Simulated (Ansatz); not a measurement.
**C₄H₆Ge: small, medium and large basis sets**

One table from this session's results is given with a row withheld; the runs are named, their logs left out.

Computed with Ansatz 0.2.0, Gaussian basis. Level: one geometry, several basis sets.

Levels to be run: PBE0-D4/def2-SVP; ωB97M-V/def2-SVP; PBE0-D4/def2-QZVPP; ωB97M-V/def2-QZVPP; the functionals' def2-TZVPP values are taken from earlier runs.

## Structure used throughout

An earlier PBE0-D4 in a triple-zeta def2 set relaxation fixed the geometry.

SMILES `C1=[CH][GeH2][CH]=C1`, 11 atoms, charge 0, spin multiplicity 1.

Atoms are counted from 1 here; the program's logs count them from 0.

Bond lengths: C1–C2 1.339 Å, C1–C5 1.476 Å, C1–H6 1.087 Å, C2–Ge3 1.943 Å, C2–H7 1.082 Å, Ge3–C4 1.943 Å, Ge3–H8 1.538 Å, Ge3–H9 1.538 Å, C4–C5 1.339 Å, C4–H10 1.082 Å, C5–H11 1.087 Å. Angles: C2–C1–C5 118.1°, C2–C1–H6 122.8°, C5–C1–H6 119.1°, C1–C2–Ge3 107.1°, C1–C2–H7 123.0°, Ge3–C2–H7 129.9°, C2–Ge3–C4 89.5°, C2–Ge3–H8 114.3°, C2–Ge3–H9 114.3°, C4–Ge3–H8 114.3°, C4–Ge3–H9 114.3°, H8–Ge3–H9 109.0°, Ge3–C4–C5 107.1°, Ge3–C4–H10 129.9°, C5–C4–H10 123.0°, C1–C5–C4 118.1°, C1–C5–H11 119.1°, C4–C5–H11 122.8°.

The first run:

Input file in.yaml:

```yaml
crystal:
  periodic: [false, false, false]
  atoms:
    - {symbol: C, position_ang: [-1.236018, 0.071639, -0.529449]}
    - {symbol: C, position_ang: [-1.063635, -0.599050, 0.616346]}
    - {symbol: Ge, position_ang: [0.824220, -0.493648, 1.062987]}
    - {symbol: C, position_ang: [1.129413, 0.556334, -0.542935]}
    - {symbol: C, position_ang: [-0.053442, 0.694681, -1.154571]}
    - {symbol: H, position_ang: [-2.204569, 0.174249, -1.012543]}
    - {symbol: H, position_ang: [-1.874354, -1.085606, 1.142018]}
    - {symbol: H, position_ang: [1.548283, -1.850344, 1.080392]}
    - {symbol: H, position_ang: [1.124696, 0.251576, 2.374320]}
    - {symbol: H, position_ang: [2.046355, 0.979661, -0.930680]}
    - {symbol: H, position_ang: [-0.175347, 1.243408, -2.085183]}
basis:
  gaussian: {orbitals: def2-SVP}
hamiltonian: {xc: pbe0, dispersion: d4}
output: {orbitals: {seedname: orbitals}}
```

Among the steps run: PBE0-D4 in def2-SVP; ωB97M-V in def2-SVP; PBE0-D4 in def2-QZVPP; ωB97M-V in def2-QZVPP.

One table of the session follows, with a row left open; its other results are not shown here.

It belongs to the step «Functionals by basis». 

```
functional       basis  HOMO (eV)
   PBE0-D4    def2-SVP      -6.76
   PBE0-D4  def2-TZVPP      -6.79
   PBE0-D4  def2-QZVPP      -6.81
   ωB97M-V    def2-SVP      -8.91
   ωB97M-V  def2-TZVPP          ?
   ωB97M-V  def2-QZVPP      -8.96
```

Q: Estimate the row for ωB97M-V, def2-TZVPP from the others.

**Answer.** HOMO (eV): -8.95. In the column «HOMO (eV)» it lies between ωB97M-V, def2-QZVPP (-8.96) and ωB97M-V, def2-SVP (-8.91).
